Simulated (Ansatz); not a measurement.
# BiAs (CsCl type): how the settings move a single-point run

Question: which choices in the input matter for BiAs (CsCl type)?

Method: reference: DFT, PBE, all-electron LAPW, scalar-relativistic, in Ansatz 0.2.0.

## (1) The structure to begin with

It takes space group Pm-3m (No. 221, cubic). The conventional cell has a = 3.766 Å, b = 3.766 Å, c = 3.766 Å, α = 90.00°, β = 90.00°, γ = 90.00°. Around As (site symmetry m-3m) lie 8 Bi at 3.26 Å. Bi (site symmetry m-3m) is surrounded by 8 As at 3.26 Å.

As a file:

```
CELL_PARAMETERS angstrom
3.76650 0.00000 0.00000
0.00000 3.76650 0.00000
0.00000 0.00000 3.76650
ATOMIC_POSITIONS crystal
As 0.00000 0.00000 0.00000
Bi 0.50000 0.50000 0.50000
```

## (2) The reference run

File input.yaml:

```yaml
crystal:
  lattice:
    - [3.7664996236, 0.0, 0.0]
    - [0.0, 3.7664996236, 0.0]
    - [0.0, 0.0, 3.7664996236]
  atoms:
    - { symbol: As, position: [0.0, 0.0, 0.0] }
    - { symbol: Bi, position: [0.5, 0.5, 0.5] }
kpoints:
  mp_grid: { grid: [13, 13, 13] }
scf:
  occupations: { method: fermi_dirac, width: 0.05 }
hamiltonian:
  xc: pbe
  pseudopotentials: { kind: all_electron, lapw: { basis_error: 0.0005 } }
output:
  forces: true
  stress: true
  eigenvalues: true
```

Started as:

```bash
$ ansatz run input.yaml --threads 1 --pin off --max-ram 2048MiB --backend cpu --events-out ev --progress --plain --runs-dir out
```

## (3) Variant: starting moments, spin_polarized true

input.yaml: that of step 2 with these lines changed.

```diff
@@ -6,4 +6,4 @@
   atoms:
-    - { symbol: As, position: [0.0, 0.0, 0.0] }
-    - { symbol: Bi, position: [0.5, 0.5, 0.5] }
+    - { symbol: As, position: [0.0, 0.0, 0.0], spin: 3.0 }
+    - { symbol: Bi, position: [0.5, 0.5, 0.5], spin: 1.0 }
 kpoints:
@@ -19 +19,3 @@
   eigenvalues: true
+magnetization:
+  spin_polarized: true
```

Q: Predict the outcome of this session. Wanted: for each run, ending; energy change; pressure; gap; force.

**Answer**, as computed:

| run | ending | energy change | pressure (GPa) | gap (eV) | force (eV/Å) | cycles | time |
| --- | --- | --- | --- | --- | --- | --- | --- |
| reference | converged | 0 | -3.4 | 0.00 | 0.00 | 10 | 19 s |
| 1: starting moments, spin_polarized true | converged | 0.0 meV/atom | -3.4 | 0.00 | 0.00 | 20 | 71 s |

Residual by cycle in the longest SCF loop of each run; runs are numbered as in the table. The quantity is the density residual dr2, in eV.

| cycle | reference | run 1 |
| --- | --- | --- |
| 1 | 0.494 | 0.241 |
| 3 | 0.0528 | 0.0276 |
| 4 | 0.00215 | 0.0726 |
| 6 | 1.0e-4 | 0.0176 |
| 8 | 1.4e-6 | 2.6e-4 |
| 10 | 8.0e-9 | 5.6e-6 |
| 11 | - | 2.7e-6 |
| 13 | - | 1.2e-6 |
| 15 | - | 1.3e-7 |
| 17 | - | 9.5e-9 |
| 18 | - | 2.9e-9 |
| 20 | - | 9.3e-13 |

**Reading.** With the changed spin polarisation the energy stays within 0.5 meV/atom: no moment survives, so both runs end on the same non-magnetic state. Semilocal functionals close small gaps, so the missing gap need not be the real solid's.
